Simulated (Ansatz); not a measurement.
# BeSi (Cm) in Ansatz: convergence with wavefunction cutoff

Aim: find how far wavefunction cutoff must go before the results for BeSi settle, at PBE. This setting moves, with any that are tied to it; all else stays.

Everything below comes from runs of Ansatz 0.2.0. Logs are shortened: lines on timing, memory, paths and dates and some standing lists are left out, and cuts for length are marked.

## 1. The cell of the first run

The typed cell holds 2 atoms: a = 2.966 Å, b = 2.966 Å, c = 2.966 Å, α = 90.00°, β = 90.00°, γ = 90.00°.

The cell was built by a generator and needn't be a form met in nature.

The cell isn't the ideal one: atoms moved at random, drawn with an rms of 0.05 Å.

## 2. With wavefunction cutoff 200 eV

input.yaml reads:

```yaml
crystal:
  lattice:
    - [2.96582591, 0.0, 0.0]
    - [0.0, 2.96582591, 0.0]
    - [0.0, 0.0, 2.96582591]
  atoms:
    - { symbol: Be, position: [0.503731, 0.472294, 0.495199] }
    - { symbol: Si, position: [0.010201, 0.007724, -0.011129] }
hamiltonian:
  xc: pbe
  pseudopotentials: { kind: paw }
kpoints:
  mp_grid: { grid: [7, 7, 7] }
scf:
  occupations: { method: methfessel_paxton, width: 0.1 }
output:
  forces: true
  stress: true
  eigenvalues: true
basis:
  ecutwfc: "200 eV"
```

Potentials or basis: Ansatz PAW.

Command:

```sh
> ansatz run input.yaml --threads 2 --pin off --max-ram 5632MiB --backend cpu --events-out ev --progress --plain --runs-dir out
```

Standard output:

```text
Warning: basis.ecutwfc = 200 eV is below the records' recommended 420 eV, and the density's cutoff is lower with it unless basis.ecutrho_ratio is high enough to keep the records' density cutoff: compare with a run at a higher cutoff
Warning: RAYON_NUM_THREADS=2 ignored (pool sized by the plan → 2); use --threads N
Engine: ansatz 0.2.0, aarch64-unknown-linux-gnu
Pseudopotentials: kind: paw
Pseudopotential: Be, paw, valence charge 2, recommended cutoff 420 eV (normal), Be.paw.azcp
Pseudopotential: Si, paw, valence charge 4, recommended cutoff 420 eV (normal), Si.paw.azcp
Functional definition: PBE
  parameter kappa = 0.804
  parameter beta = 0.06672455060314922
  exchange = pbe_x(kappa = kappa, mu = beta*pi^2/3)
  correlation = pbe_c(beta = beta)
Crystal: 2 atoms, lattice volume = 26.088 Å³
Basis set: ecut = 200 eV, 171 PW (Γ), exchange–correlation on 30×30×30 points (8 copies of the dense FFT grid, shifted against one another)
Bands: 7, of which v1, the nominal top of the filled ones, is band 3 counted from 1 (2 counted from 0)
Symmetry: 1 space group operations
Space group: P1 (ITA 1), of the structure as read, at distance tolerance 3.0e-5 Å
k-points: 172 of 343 (time reversal used)
Non-local potential: Be, projectors of the file, l = 0: 2, l = 1: 2, l = 2: 1
Non-local potential: Si, projectors of the file, l = 0: 2, l = 1: 2, l = 2: 2
PAW form: soft (Blöchl's): semilocal exchange-correlation on the pseudo side does not see the compensation charge
PAW one-centre angular grid: Be, 110 points (default); XC on 64 Gauss nodes
PAW one-centre angular grid: Si, 110 points (default); XC on 64 Gauss nodes
Initial density: superposition of atomic densities (neutral atoms: chi_scale 0, normalization atom), corrected by the library's trained network
Initial wavefunctions: pseudopotential atomic-orbital guess
Functional: x = pbe(κ = 0.804, μ = 0.2195149727645171), c = pbe(β = 0.06672455060314922)
SCF iter   1: F=—  HF=-727.253295 eV  |F-HF|=—  |Δ(HF+E_count)|=         —  Δρ=3.75e-3  dr2=3.09e-3  ethr=1.77e-3  ⟨swp⟩=5.6  Hψ=9615  notcnv=0
preconditioner: auto → none  [metal: Δε(μ)=0.018 eV  Ē_g=9.882 eV  σ=0.100 eV  W_gap=0.15  n_scr=6 (ndim 8)  ℏωp=17.8 eV  f_vac=0.000  D(μ)=1.97/eV (n_scr^D=26)  sad-step TF]
SCF iter   2: F=—  HF=-727.253782 eV  |F-HF|=—  |Δ(HF+E_count)|=   4.87e-4  S|Δr|=    0.00e0  Δρ=2.17e-3  dr2=1.22e-3  ethr=5.16e-5  ⟨swp⟩=1.0  Hψ=2580  notcnv=0
SCF iter   3: F=—  HF=-727.253804 eV  |F-HF|=—  |Δ(HF+E_count)|=   2.23e-5  S|Δr|=    0.00e0  Δρ=2.82e-4  dr2=2.45e-5  ethr=2.04e-5  ⟨swp⟩=2.3  Hψ=1707  notcnv=0
SCF iter   4: F=—  HF=-727.254205 eV  |F-HF|=—  |Δ(HF+E_count)|=   4.01e-4  S|Δr|=    0.00e0  Δρ=3.44e-5  dr2=2.46e-7  ethr=4.08e-7  ⟨swp⟩=2.4  Hψ=1714  notcnv=0
SCF iter   5: F=-727.254205 eV  HF=-727.254205 eV  |F-HF|=1.42e-8  |Δ(HF+E_count)|=   8.93e-8  S|Δr|=    0.00e0  Δρ=8.49e-6  dr2=2.57e-8  ethr=1.67e-9  ⟨swp⟩=5.3  Hψ=6005  notcnv=0
SCF 1 converged in 5 iterations: F = -727.254205 eV  dr2 = 2.57e-8
SCF converged after 5 iterations
Stability not checked: this state was not tested for a lower state beside it, because cold or Methfessel-Paxton smearing, or corrected tetrahedra, fill the levels in a way that the test cannot read (fill_not_monotonic; see scf.lower_state_search)
Free energy (F): -727.254205 eV
Harris-Foulkes:  -727.254205 eV  (|F-HF|=1.42e-8)
Internal energy: -727.251611 eV  (E = F + TS)
E sigma→0 (E₀):  -727.253557 eV
Entropy (-TS):   -0.002594 eV (-1.297 meV/atom)
Fermi energy:    8.263899 eV
Step filling:    the computed levels leave a gap of 0.0041 eV = 0.0 smearing widths at the electron count; against every level under it full and every level over it empty, smearing changes F+E_penalty+E_count by -1.528 meV and its σ→0 estimate by -0.880 meV
--- Per-component energies (eV) ---
  E_band       = 19.039722
  E_kinetic    = 56.577848
  E_local      = -0.998280  (includes V_loc(G=0)·N_el)
  E_nonlocal   = 30.023398
  E_hartree    = 1.396007
  E_xc         = -73.923873
  E_vxc        = -66.187356  (∫ρ·V_xc dr)
  E_paw        = -571.530652  (= ΣΔE_a)
  E_vpaw       = -3.168224  (= ΣTr[D̂ρ^β])
  E_aug_tail   = 0.000029  (compensation charges beyond the density's cutoff)
  E_ewald      = -168.796088
  E_smearing   = -0.002594  (= −TS)
  E_closure    = -0.000000  (closes the sum)
  Σ components = -727.254205   (vs F -727.254205, Δ=0.00e0)
--- Forces (eV/Å), atoms counted from 1 ---
  atom   1  Be     0.01493660     0.06911784    -0.01460404
  atom   2  Si    -0.01495282    -0.06911613     0.01462878
  max |Σ_I F_I| component: 2.47e-5 eV/Å
--- Stress (GPa, compression-positive) ---
       -8.496695       0.104441      -0.020080
        0.104441      -9.587385      -0.102160
       -0.020080      -0.102159      -8.494762
  P = ⅓ Tr σ = -8.8596 GPa (-88.596 kbar)
--- Band table (eV; the first three rows and the last of 172) ---
  k-point 0: bands = ["-4.3277", "9.5427", "9.5445", "9.5919", "12.8356", "12.8748", "14.5869"]
  k-point 1: bands = ["-4.0198", "7.0111", "9.8494", "9.8967", "13.1597", "14.2207", "16.4256"]
  k-point 2: bands = ["-3.1219", "3.8395", "10.7824", "10.8247", "14.0634", "14.7599", "17.0070"]
  k-point 171: bands = ["-1.1572", "1.8802", "9.8047", "10.2120", "12.1792", "12.7620", "18.1695"]
```

Run time: 0.92 s. Hardware: 2 threads of Arm Neoverse V1, shared host; peak memory 0.26 GiB.

What came out:

```
Free energy            : -727.2542 eV
Pressure               : -8.9 GPa
Largest force          : 0.072 eV/Å
Band gap on the k mesh : none (metal or under the smearing width)
```

## 3. With wavefunction cutoff 250 eV

input.yaml, as its differences from that of step 2:

```diff
@@ -20,2 +20,2 @@
 basis:
-  ecutwfc: "200 eV"
+  ecutwfc: "250 eV"
```

Potentials or basis: Ansatz PAW.

Command:

```sh
> ansatz run input.yaml --threads 2 --pin off --max-ram 5632MiB --backend cpu --events-out ev --progress --plain --runs-dir out
```

It took 1.2 s on 2 threads of Arm Neoverse V1, shared host; peak memory 0.27 GiB.

What came out:

* Free energy: -727.3796 eV
* Pressure: -8.7 GPa
* Largest force: 0.086 eV/Å
* Band gap on the k mesh: none (metal or under the smearing width)

## 4. With wavefunction cutoff 300 eV

input.yaml, as its differences from that of step 3:

```diff
@@ -20,2 +20,2 @@
 basis:
-  ecutwfc: "250 eV"
+  ecutwfc: "300 eV"
```

Command:

```sh
> ansatz run input.yaml --threads 2 --pin off --max-ram 5632MiB --backend cpu --events-out ev --progress --plain --runs-dir out
```

It took 1.4 s on 2 threads of Arm Neoverse V1, shared host; peak memory 0.28 GiB.

What came out:

```
Free energy            : -727.4293 eV
Pressure               : -9.4 GPa
Largest force          : 0.093 eV/Å
Band gap on the k mesh : none (metal or under the smearing width)
```

## 5. With wavefunction cutoff 350 eV

input.yaml, as its differences from that of step 4:

```diff
@@ -20,2 +20,2 @@
 basis:
-  ecutwfc: "300 eV"
+  ecutwfc: "350 eV"
```

Command:

```sh
> ansatz run input.yaml --threads 2 --pin off --max-ram 5632MiB --backend cpu --events-out ev --progress --plain --runs-dir out
```

Run time: 1.7 s. Hardware: 2 threads of Arm Neoverse V1, shared host; peak memory 0.3 GiB.

Results:

```yaml
Free_energy: -727.4427 eV
Pressure: -9.4 GPa
Largest_force: 0.084 eV/Å
Band_gap_on_the_k_mesh: none (metal or under the smearing width)
```

## 6. With wavefunction cutoff 400 eV

input.yaml, as its differences from that of step 5:

```diff
@@ -20,2 +20,2 @@
 basis:
-  ecutwfc: "350 eV"
+  ecutwfc: "400 eV"
```

Potentials or basis: Ansatz PAW.

Command:

```sh
> ansatz run input.yaml --threads 2 --pin off --max-ram 5632MiB --backend cpu --events-out ev --progress --plain --runs-dir out
```

Wall time 1.8 s (2 threads of Arm Neoverse V1, shared host); peak memory 0.31 GiB.

It converged, with:

| Item | Value |
| --- | --- |
| Free energy | -727.4471 eV |
| Pressure | -9.4 GPa |
| Largest force | 0.085 eV/Å |
| Band gap on the k mesh | none (metal or under the smearing width) |

## 7. With wavefunction cutoff 450 eV

input.yaml, as its differences from that of step 6:

```diff
@@ -20,2 +20,2 @@
 basis:
-  ecutwfc: "400 eV"
+  ecutwfc: "450 eV"
```

Command:

```sh
> ansatz run input.yaml --threads 2 --pin off --max-ram 5632MiB --backend cpu --events-out ev --progress --plain --runs-dir out
```

Wall time 2.2 s (2 threads of Arm Neoverse V1, shared host); peak memory 0.33 GiB.

Results (log left out):

| Quantity | Value |
| --- | --- |
| Free energy | -727.4479 eV |
| Pressure | -9.4 GPa |
| Largest force | 0.085 eV/Å |
| Band gap on the k mesh | none (metal or under the smearing width) |

## 8. With wavefunction cutoff 500 eV

input.yaml, as its differences from that of step 7:

```diff
@@ -20,2 +20,2 @@
 basis:
-  ecutwfc: "450 eV"
+  ecutwfc: "500 eV"
```

Command:

```sh
> ansatz run input.yaml --threads 2 --pin off --max-ram 5632MiB --backend cpu --events-out ev --progress --plain --runs-dir out
```

Run time: 2.4 s. Hardware: 2 threads of Arm Neoverse V1, shared host; peak memory 0.34 GiB.

It converged, with:

| Property | Result |
| --- | --- |
| Free energy | -727.4479 eV |
| Pressure | -9.4 GPa |
| Largest force | 0.085 eV/Å |
| Band gap on the k mesh | none (metal or under the smearing width) |

## 9. With wavefunction cutoff 600 eV

input.yaml, as its differences from that of step 8:

```diff
@@ -20,2 +20,2 @@
 basis:
-  ecutwfc: "500 eV"
+  ecutwfc: "600 eV"
```

Potentials or basis: Ansatz PAW.

Command:

```sh
> ansatz run input.yaml --threads 2 --pin off --max-ram 5632MiB --backend cpu --events-out ev --progress --plain --runs-dir out
```

Wall time 2.8 s (2 threads of Arm Neoverse V1, shared host); peak memory 0.36 GiB.

It converged, with:

```yaml
Free_energy: -727.4480 eV
Pressure: -9.4 GPa
Largest_force: 0.085 eV/Å
Band_gap_on_the_k_mesh: none (metal or under the smearing width)
```

## 10. With wavefunction cutoff 800 eV

input.yaml, as its differences from that of step 9:

```diff
@@ -20,2 +20,2 @@
 basis:
-  ecutwfc: "600 eV"
+  ecutwfc: "800 eV"
```

Command:

```sh
> ansatz run input.yaml --threads 2 --pin off --max-ram 5632MiB --backend cpu --events-out ev --progress --plain --runs-dir out
```

Wall time 4.6 s (2 threads of Arm Neoverse V1, shared host); peak memory 0.41 GiB.

Results (log left out):

| Quantity | Value |
| --- | --- |
| Free energy | -727.4480 eV |
| Pressure | -9.4 GPa |
| Largest force | 0.085 eV/Å |
| Band gap on the k mesh | none (metal or under the smearing width) |

## 11. The series at a glance

```
wavefunction cutoff  energy less the tightest run, at zero smearing (meV/atom)  pressure (GPa)  largest force (eV/Å)  SCF cycles  CPU time (s)  peak memory (GiB)
             200 eV                                                      96.92           -8.86                 0.072           5           1.7               0.26
             250 eV                                                      34.21           -8.68                 0.086           6           2.2               0.27
             300 eV                                                       9.35           -9.38                 0.093           6           2.5               0.28
             350 eV                                                       2.66           -9.39                 0.084           6           3.2                0.3
             400 eV                                                       0.46           -9.39                 0.085           6           3.5               0.31
             450 eV                                                       0.09           -9.39                 0.085           6           4.3               0.33
             500 eV                                                       0.05           -9.39                 0.085           6           4.7               0.34
             600 eV                                                       0.02           -9.39                 0.085           6           5.5               0.36
             800 eV                                                       0.00           -9.39                 0.085           6             9               0.41
```

Against the tightest run, the energy stays within 1 meV/atom from 400 eV on; the pressure stays within 0.1 GPa from 300 eV on; the largest force stays within 0.005 eV/Å from 350 eV on. The tightest run that finished is the yardstick and may itself not be fully converged.
